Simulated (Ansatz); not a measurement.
# Y3NiGe2F3 (element-swapped structure): how the settings move a single-point run

Question: which choices in the input matter for Y3NiGe2F3 (element-swapped structure)?

Computed with Ansatz 0.2.0 (reference: DFT PBE, plane waves, PAW, scalar-relativistic, no spin polarisation, unless a step's input says otherwise).

### 1 Starting point

It takes space group P-62m (No. 189, hexagonal). Conventional cell: a = 6.841 Å, b = 6.841 Å, c = 4.092 Å, α = 90.00°, β = 90.00°, γ = 120.00°. F (site symmetry m2m) is surrounded by 2 Ni at 2.57 Å and 2 Ge at 2.72 Å and 6 Y at 3.15 to 3.25 Å. Y (site symmetry m2m) has 1 Ni at 2.76 Å and 4 Ge at 2.92 Å and 6 F at 3.15 to 3.25 Å as nearest neighbours. Ge (site symmetry -6) is surrounded by 3 F at 2.72 Å and 6 Y at 2.92 Å. Ni (site symmetry -62m) has 6 F at 2.57 Å and 3 Y at 2.76 Å as nearest neighbours.

Structure file:

```
F Y Ge Ni
1.0
     3.42041    5.92432    0.00000
    -3.42041    5.92432    0.00000
     0.00000    0.00000    4.09232
F Y Ge Ni
3 3 2 1
Direct
  0.22680 0.77320 0.50000
  0.77320 0.00000 0.50000
  0.00000 0.22680 0.50000
  0.59630 0.40370 0.00000
  0.40370 0.00000 0.00000
  0.00000 0.59630 0.00000
  0.33333 0.33333 0.50000
  0.66667 0.66667 0.50000
  0.00000 0.00000 0.00000
```

### 2 Reference

input.yaml

```yaml
crystal:
  lattice:
    - [3.420411, 5.924324, 0.0]
    - [-3.420411, 5.924324, 0.0]
    - [0.0, 0.0, 4.092324]
  atoms:
    - { symbol: F, position: [0.2268, 0.7732, 0.5] }
    - { symbol: F, position: [0.7732, 0.0, 0.5] }
    - { symbol: F, position: [0.0, 0.2268, 0.5] }
    - { symbol: "Y", position: [0.5963, 0.4037, 0.0] }
    - { symbol: "Y", position: [0.4037, 0.0, 0.0] }
    - { symbol: "Y", position: [0.0, 0.5963, 0.0] }
    - { symbol: Ge, position: [0.33333, 0.33334, 0.5] }
    - { symbol: Ge, position: [0.66667, 0.66666, 0.5] }
    - { symbol: Ni, position: [0.0, 0.0, 0.0] }
  symmetry: { tolerance: 0.0003 }
kpoints:
  mp_grid: { grid: [3, 3, 5], shift: [0, 0, 0] }
magnetization:
  spin_polarized: false
scf:
  occupations: { method: gaussian, width: 0.0531 }
hamiltonian:
  pseudopotentials: { kind: paw }
  xc: pbe
basis:
  ecutwfc: 420
output:
  forces: true
  stress: true
  eigenvalues: true
```

On the command line:

```console
$ ansatz run input.yaml --threads 1 --pin off --max-ram 2560MiB --backend cpu --events-out ev --progress --plain --runs-dir out
```

### 3 Changing settings: xc revpbe

input.yaml, as its differences from that of step 2:

```diff
@@ -24,3 +24,3 @@
   pseudopotentials: { kind: paw }
-  xc: pbe
+  xc: revpbe
 basis:
@@ -31 +31,5 @@
   eigenvalues: true
+  write_density: true
+  write_potential: true
+  elf: true
+  volumetric_format: npy
```

### 4 Variant: lower_state_search off, preconditioner ldos, accuracy medium

input.yaml, as its differences from that of step 2:

```diff
@@ -22,2 +22,4 @@
   occupations: { method: gaussian, width: 0.0531 }
+  lower_state_search: "off"
+  mixing: { preconditioner: ldos }
 hamiltonian:
@@ -31 +33,6 @@
   eigenvalues: true
+  write_density: true
+  write_potential: true
+  elf: true
+  volumetric_format: npy
+accuracy: medium
```

### 5 Again, with preconditioner kerker

input.yaml, as its differences from that of step 2:

```diff
@@ -22,2 +22,3 @@
   occupations: { method: gaussian, width: 0.0531 }
+  mixing: { preconditioner: kerker }
 hamiltonian:
@@ -31 +32,5 @@
   eigenvalues: true
+  write_density: true
+  write_potential: true
+  elf: true
+  volumetric_format: npy
```

Q: Predict the outcome of this session. Wanted: for each run, ending; energy change; pressure; gap; force.

As calculated:

```
                                                            run     ending   energy change  pressure (GPa)  gap (eV)  force (eV/Å)  cycles  time
                                                      reference  converged               0             1.3      0.00          0.90       9  11 s
                                                   1: xc revpbe  converged  not comparable             3.3      0.00          0.86       9  16 s
2: lower_state_search off, preconditioner ldos, accuracy medium  converged    0.0 meV/atom             1.3      0.00          0.90      12  18 s
                                       3: preconditioner kerker  converged    0.0 meV/atom             1.3      0.00          0.90      13  21 s
```

Times don't compare one to one where runs were asked for different outputs or read a saved state (see the inputs); cycles may leave out searches for a lower state.

Residual by cycle in the longest SCF loop of each run; runs are numbered as in the table. The quantity is the density residual dr2, in eV.

```
cycle  reference    run 1    run 2    run 3
    1      0.659    0.762    0.659    0.659
    2     0.0216  0.00865     5.23     10.4
    3    0.00465  0.00481    0.277    0.263
    4     3.1e-4   3.6e-4    0.025   0.0079
    5     3.1e-5   5.2e-5   0.0113  0.00472
    6     3.4e-6   8.9e-6  0.00218   7.7e-4
    8     1.1e-7   2.0e-7   3.7e-5   6.0e-5
    9     3.3e-8   3.2e-8   3.6e-6   1.5e-5
   10          -        -   2.2e-6   7.3e-7
   11          -        -   5.7e-7   1.7e-7
   12          -        -   5.5e-9   1.3e-6
   13          -        -        -   5.1e-8
```

**Reading.** Of the converged runs whose energies compare with the reference's, none moves it noticeably. The pressure spans 1.3 to 3.3 GPa over the reference and the converged variants. The reference has no spin polarisation; with Ni present, a magnetic state may lie lower.

Caveats on the reference run: its mesh is coarse for a cell with so small a gap or none; the structure is made up and not relaxed.
